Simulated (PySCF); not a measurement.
# C2H4ClNSi: the cost of one run

Programs: PySCF 2.14.0, with density-fitted response routines of our own. Each step states its level of theory. These are calculated values for one molecule in the gas phase, unless marked as measured. Atoms are numbered from 0 throughout.

## 1. Starting geometry

9 atoms, charge 0, multiplicity 1; geometry from: PBE0-D3(BJ)/def2-SVP.

Bonds of the start (Å): N0–C1 1.16, C1–Si2 1.86, Si2–C3 1.88, C3–Cl4 1.79, Si2–H5 1.49, Si2–H6 1.49, C3–H7 1.10, C3–H8 1.10.

## 2. Shielding tensors: PBE0/pcSseg-2

The job: settings as JSON, then the geometry in Å.

```
{"job": {"kind": "nmr", "xc": "PBE0", "basis": "pcSseg-2", "pop": false}, "charge": 0, "multiplicity": 1}
N      1.457569     2.197451    -0.446987
C      0.760373     1.337863    -0.102131
Si    -0.346601    -0.059875     0.418101
C     -2.124102     0.561512     0.365346
Cl    -2.318182     1.906678     1.523596
H     -0.142201    -1.172104    -0.552173
H      0.038717    -0.462754     1.794710
H     -2.394131     0.924287    -0.637181
H     -2.827868    -0.239054     0.639203
```

Level: GIAO PBE0/pcSseg-2 NMR shielding, non-relativistic, gas phase.

Launch:

```sh
$ OMP_NUM_THREADS=1 python probes_run.py task.json out
```

The driver reads the jobs from task.json and runs them one after another.

Q: Estimate the wall time and peak memory of this first job on 1 thread of Arm Neoverse V1, shared host.

About 33 s, with a peak of 1 GiB.
